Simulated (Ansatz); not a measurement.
# Fe3CoGe4: the cost of one run

Computed with Ansatz 0.2.0 (DFT PBE, scalar-relativistic, plane waves, PAW, unless a step's input says otherwise).

2 further runs of the same task are left out: 1 that didn't finish, 1 set aside as unsound or not needed.

**1. The structure to begin with**

Symmetry: C2/m, No. 12, monoclinic system. The conventional cell has a = 12.056 Å, b = 4.105 Å, c = 5.067 Å, α = 90.00°, β = 104.13°, γ = 90.00°. Fe (site symmetry 2/m) has 2 Co at 2.53 Å and 6 Ge at 2.55 to 2.56 Å and 2 Fe at 2.71 Å as nearest neighbours. Fe (site symmetry m) has 7 Ge at 2.52 to 2.85 Å and 3 Fe at 2.55 to 2.71 Å and 1 Co at 2.73 Å as nearest neighbours. Co (site symmetry 2/m) is surrounded by 6 Ge at 2.51 to 2.54 Å and 4 Fe at 2.53 to 2.73 Å. Ge (site symmetry m) has 1 Co at 2.51 Å and 5 Fe at 2.52 to 2.78 Å and 2 Ge at 2.77 Å as nearest neighbours. Around Ge (site symmetry m) lie 2 Co at 2.54 Å and 5 Fe at 2.55 to 2.85 Å.

As a file:

```
CELL_PARAMETERS angstrom
6.02780 -2.05273 0.00000
6.02780 2.05273 0.00000
-1.23709 0.00000 4.91337
ATOMIC_POSITIONS crystal
Fe 0.00000 0.00000 0.00000
Fe 0.79409 0.79409 0.63568
Fe 0.20591 0.20591 0.36432
Co 0.00000 0.00000 0.50000
Ge 0.18771 0.18771 0.84895
Ge 0.81229 0.81229 0.15105
Ge 0.43126 0.43126 0.70739
Ge 0.56874 0.56874 0.29261
```

The start is an ordering of an alloy on its end members' structure types: elements ordered on the sites of the FeGe type, Co/Fe on Fe (C2/m, No. 12).

**2. A first look at the guess**

The input, input.yaml:

```yaml
crystal:
  lattice:
    - [6.02780072, -2.05272755, 0.0]
    - [6.02780072, 2.05272755, 0.0]
    - [-1.23709094, 0.0, 4.91337346]
  atoms:
    - { symbol: Fe, position: [0.0, 0.0, 0.0], spin: 4.0 }
    - { symbol: Fe, position: [0.79409498, 0.79409498, 0.6356799], spin: 4.0 }
    - { symbol: Fe, position: [0.20590502, 0.20590502, 0.3643201], spin: 4.0 }
    - { symbol: Co, position: [0.0, 0.0, 0.5], spin: 3.0 }
    - { symbol: Ge, position: [0.18771449, 0.18771449, 0.84894651] }
    - { symbol: Ge, position: [0.81228551, 0.81228551, 0.15105349] }
    - { symbol: Ge, position: [0.43126261, 0.43126261, 0.70739061] }
    - { symbol: Ge, position: [0.56873739, 0.56873739, 0.29260939] }
basis:
  ecutwfc: 420
kpoints:
  mp_grid: { grid: [4, 4, 4] }
hamiltonian:
  xc: pbe
scf:
  occupations: { method: gaussian, width: 0.1 }
  lower_state_search: "off"
output:
  forces: true
  stress: true
  eigenvalues: true
  populations: true
magnetization:
  spin_polarized: true
```

On the command line:

```console
$ ansatz run input.yaml --threads 4 --pin off --max-ram 8192MiB --backend cpu --events-out ev --progress --plain --runs-dir out
```

What time and memory should one allow on 4 threads of Arm Neoverse V1, shared host?

About 20 s, with a peak of 0.86 GiB.
